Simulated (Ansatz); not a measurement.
# Mg7CoO8: the cost of one run

Method: DFT LDA+U, PAW, plane waves, scalar-relativistic; U − J = 3.2 eV on Co d, in Ansatz 0.2.0.

## 1. The starting structure

The structure is triclinic, space group P1 (No. 1). Conventional cell: a = 6.149 Å, b = 6.149 Å, c = 6.149 Å, α = 60.00°, β = 60.00°, γ = 60.00°. Around Mg (site symmetry 1) lie 6 O at 2.09 to 2.22 Å. Mg (site symmetry 1) is surrounded by 6 O at 2.07 to 2.31 Å. Co (site symmetry 1) has 6 O at 2.13 to 2.23 Å as nearest neighbours. Mg (site symmetry 1) is surrounded by 6 O at 2.09 to 2.23 Å. Mg (site symmetry 1) is surrounded by 6 O at 2.11 to 2.32 Å. Around Mg (site symmetry 1) lie 6 O at 2.12 to 2.19 Å. Around Mg (site symmetry 1) lie 6 O at 2.10 to 2.26 Å. Mg (site symmetry 1) has 6 O at 2.15 to 2.29 Å as nearest neighbours. Only part of the 16 independent sites is listed.

Structure file:

```
Mg Co O
1.0
     0.00000    4.34810    4.34810
     4.34810    0.00000    4.34810
     4.34810    4.34810    0.00000
Mg Co O
7 1 8
Direct
  0.98780 0.00575 0.99979
  0.01180 0.98045 0.50566
  0.99409 0.49959 0.50190
  0.48548 0.01181 0.00325
  0.50001 0.00169 0.49012
  0.49269 0.50148 0.99227
  0.50421 0.48374 0.50519
  0.99256 0.49562 0.00715
  0.24653 0.24641 0.25446
  0.25059 0.24204 0.74731
  0.23988 0.76749 0.24475
  0.25191 0.74543 0.75087
  0.74503 0.25407 0.24197
  0.75687 0.24511 0.74998
  0.75139 0.75650 0.24800
  0.74979 0.74444 0.73786
```

In tables a label like O16 counts atoms in the order of input.yaml; a structure file may count by element.

Known so far: 6 plain starts ended in 4 states. The lowest came from “usual moment, plain SCF [Co3 3.00 μB]”: ferromagnetic, site moments Co3 2.53 μB, total 3.00 μB per cell, a gap of 2.26 eV on the k-mesh, free energy -22834.3819 eV.

Runs to come: usual moment, default search for lower states; whole orbital fillings typed, symmetry off, plain SCF; the moments typed in its input, standard search for lower states; the moments typed in its input, symmetry off, default search.

A plain SCF has the search for lower states switched off and ends at the first converged state. The default search lets the program follow hints of a lower state (another filling of open shells, a soft direction), where it sees any. The standard and full searches may also try other magnetic orders and fillings, and need not reach the lowest state. With a search on, the program may also reshape the start on open shells. Ends within 0.2 meV/atom and 0.1 μB count as one state.

Site moments are integrals over atomic spheres and don't add up to the total.

## 2. Usual moment, default search for lower states

Input file input.yaml:

```yaml
crystal:
  lattice:
    - [0.0, 4.3481, 4.3481]
    - [4.3481, 0.0, 4.3481]
    - [4.3481, 4.3481, 0.0]
  atoms:
    - { symbol: Mg, position: [0.98780103, 0.00575304, 0.99978754] }
    - { symbol: Mg, position: [0.01180388, 0.98045276, 0.50566423] }
    - { symbol: Co, position: [0.99255526, 0.49562453, 0.0071453], spin: 3.0 }
    - { symbol: Mg, position: [0.99408678, 0.49959291, 0.50189813] }
    - { symbol: Mg, position: [0.48548167, 0.01181159, 0.00324626] }
    - { symbol: Mg, position: [0.5000057, 0.0016869, 0.49012399] }
    - { symbol: Mg, position: [0.49268555, 0.50147665, 0.992272] }
    - { symbol: Mg, position: [0.50421128, 0.48374191, 0.50518617] }
    - { symbol: O, position: [0.24653267, 0.24641347, 0.25446175] }
    - { symbol: O, position: [0.25058768, 0.24204257, 0.74731368] }
    - { symbol: O, position: [0.23988254, 0.76748732, 0.24474713] }
    - { symbol: O, position: [0.25190852, 0.7454308, 0.75087212] }
    - { symbol: O, position: [0.74503228, 0.25406882, 0.24196508] }
    - { symbol: O, position: [0.75686584, 0.24511205, 0.74998449] }
    - { symbol: O, position: [0.75138997, 0.75650275, 0.24799991] }
    - { symbol: O, position: [0.74978566, 0.74444211, 0.73786181] }
magnetization:
  spin_polarized: true
hamiltonian:
  xc: lda
  pseudopotentials: { kind: paw }
  hubbard: { sites: [{ species: Co, l: d, u_eff: 3.2 }] }
basis:
  ecutwfc: 420
kpoints:
  mp_grid: { grid: [2, 2, 2] }
scf:
  occupations: { method: gaussian, width: 0.01 }
output:
  forces: true
  stress: true
  write_density: true
  write_potential: true
  elf: true
  volumetric_format: npy
```

Started as:

```console
$ ansatz run input.yaml --threads 4 --pin off --max-ram 9216MiB --backend cpu --events-out ev --progress --plain --runs-dir out
```

What time and memory should one allow on 4 threads of AMD EPYC (Zen 3), shared host?

About 71 s, with a peak of 1.1 GiB.
